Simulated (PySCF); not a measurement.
# Pt²⁺: excitation energy in def2-TZVPPD with ECP60

Each state of platinum is computed at each level; their differences give the excitation energy. How far do the methods differ?

The numbers are computed with PySCF 2.14.0 (unrestricted determinants in a Gaussian basis, no spin-orbit coupling in the energies), except any that are marked as measured or tabulated.

### 1 The atom as given

```
Element                                   : platinum (Z = 78)
Basis                                     : def2-TZVPPD with the def2 core potential (60 electrons)
Hamiltonian                               : a scalar-relativistic core potential
State 1                                   : Pt²⁺: [Xe] 4f14 5d7 6s1, high-spin 5F determinant (an excited configuration)
Needed too, but not shown                 : Pt²⁺ [Xe] 4f14 5d8 (3F)
Methods                                   : CCSD(T)
Core shells frozen in the correlated runs : valence and next inner shell: nothing (for Pt²⁺)
```

Outer shells as boxes (Hund's rule):

Pt2+ [Xe] 4f14 5d7 6s1
```
[Xe] core
4f [↑↓][↑↓][↑↓][↑↓][↑↓][↑↓][↑↓]
5d [↑↓][↑↓][↑ ][↑ ][↑ ]
6s [↑ ]
```

One driver process ran all states and methods and kept the integrals in memory. Each run is shown as a PySCF script that sums up its settings (the driver passes frozen orbitals as a list and adds second-order terms of double hybrids); the logs are those of the runs themselves. The driver starts from symmetry-adapted Hartree-Fock orbitals, holds the occupation by maximum overlap and uses a logarithmic radial grid for functionals, so a plain start would take other cycles.

The integrals over 59 functions and the set-up took 0.16 s of CPU time.

### 2 Pt²⁺ [Xe] 4f14 5d7 6s1, at CCSD(T) (valence and next inner shell)

#### CCSD(T) (valence and next inner shell)

The input, input.py:

```python
from pyscf import gto, scf, dft, mp, cc
import basis_set_exchange as bse
txt = bse.get_basis("def2-TZVPPD", elements=["Pt"], fmt="nwchem", header=False)
cut = txt.index("\nECP")
mol = gto.M(atom="Pt 0 0 0", charge=2, spin=4, symmetry="D2h",
            basis=gto.basis.parse(txt[:cut]),
            ecp={"Pt": gto.basis.parse_ecp(txt[cut:])})
mf = scf.UHF(mol)
mf.irrep_nelec = {'Ag': (4, 2), 'B1g': (1, 1), 'B2g': (1, 0), 'B3g': (1, 0), 'B1u': (1, 1), 'B2u': (1, 1), 'B3u': (1, 1)}
mf.kernel()
mycc = cc.CCSD(mf, frozen=0).run()
mycc.ccsd_t()
```

What it wrote:

```text
CC2 = 0
CCSD nocc = (np.int64(10), np.int64(6)), nmo = (59, 59)
frozen orbitals [[], []]
max_cycle = 100
direct = 0
conv_tol = 1e-08
conv_tol_normt = 1e-06
diis_space = 8
diis_start_cycle = 0
Init t2, MP2 energy = -0.395672887018134
Init E_corr(UCCSD) = -0.395672887020204
cycle = 1  E_corr(UCCSD) = -0.387170207301809  dE = 0.00850267972  norm(t1,t2) = 0.0408963
cycle = 2  E_corr(UCCSD) = -0.392828982218026  dE = -0.00565877492  norm(t1,t2) = 0.00798641
cycle = 3  E_corr(UCCSD) = -0.392906544763713  dE = -7.75625457e-05  norm(t1,t2) = 0.00265994
cycle = 4  E_corr(UCCSD) = -0.39315414618646  dE = -0.000247601423  norm(t1,t2) = 0.000690366
cycle = 5  E_corr(UCCSD) = -0.393140244594592  dE = 1.39015919e-05  norm(t1,t2) = 0.000143306
cycle = 6  E_corr(UCCSD) = -0.39313528106455  dE = 4.96353004e-06  norm(t1,t2) = 3.22536e-05
cycle = 7  E_corr(UCCSD) = -0.393137301274777  dE = -2.02021023e-06  norm(t1,t2) = 9.24169e-06
cycle = 8  E_corr(UCCSD) = -0.393137212831928  dE = 8.84428488e-08  norm(t1,t2) = 1.44281e-06
cycle = 9  E_corr(UCCSD) = -0.393137173378304  dE = 3.94536235e-08  norm(t1,t2) = 2.35765e-07
cycle = 10  E_corr(UCCSD) = -0.393137175725205  dE = -2.34690095e-09  norm(t1,t2) = 4.6769e-08
UCCSD converged
E(UCCSD) = -117.7985932870786  E_corr = -0.3931371757252052
UCCSD(T) correction = -0.00906499935567117
```

It used 16 s of CPU time after the integrals (shared host).

CCSD correlation -0.39314 hartree, triples -0.00906; total -117.807658. T1 = 0.006, largest double amplitude 0.021.

Spin-orbit coupling, absent here, splits the open shell strongly.

### 3 Differences of total energies

Excitation energy: Pt²⁺ [Xe] 4f14 5d8 (3F) → Pt²⁺ [Xe] 4f14 5d7 6s1 (5F).

```
                                method  value (eV)  less CCSD(T) (valence and next inner shell) (eV)
                                   UHF       2.564                                            -0.281
    MP2 (valence and next inner shell)       2.767                                            -0.078
SCS-MP2 (valence and next inner shell)       2.999                                            +0.154
   CCSD (valence and next inner shell)       2.821                                            -0.025
CCSD(T) (valence and next inner shell)       2.845                                            +0.000
```

The differences also use runs on Pt²⁺ [Xe] 4f14 5d8 (3F), which are not shown here. The runs at UHF, MP2 (valence and next inner shell) are not shown; their differences are listed all the same.

### 4 Results

| quantity | value |
| --- | --- |
| excitation energy, Pt²⁺ → [Xe] 4f14 5d7 6s1 | UHF 2.564, CCSD(T) (valence and next inner shell) 2.845 eV |

Accuracy by level (over 1 difference):

```
                                method  mean absolute miss against CCSD(T) (valence and next inner shell) (eV)
                                   UHF                                                                   0.281
    MP2 (valence and next inner shell)                                                                   0.078
SCS-MP2 (valence and next inner shell)                                                                   0.154
   CCSD (valence and next inner shell)                                                                   0.025
CCSD(T) (valence and next inner shell)                                                                   0.000
```

The methods span 0.434 eV, from UHF (2.564) to SCS-MP2 (valence and next inner shell) (2.999). No reference value is at hand in this session. The basis is finite, and no extrapolation was made.
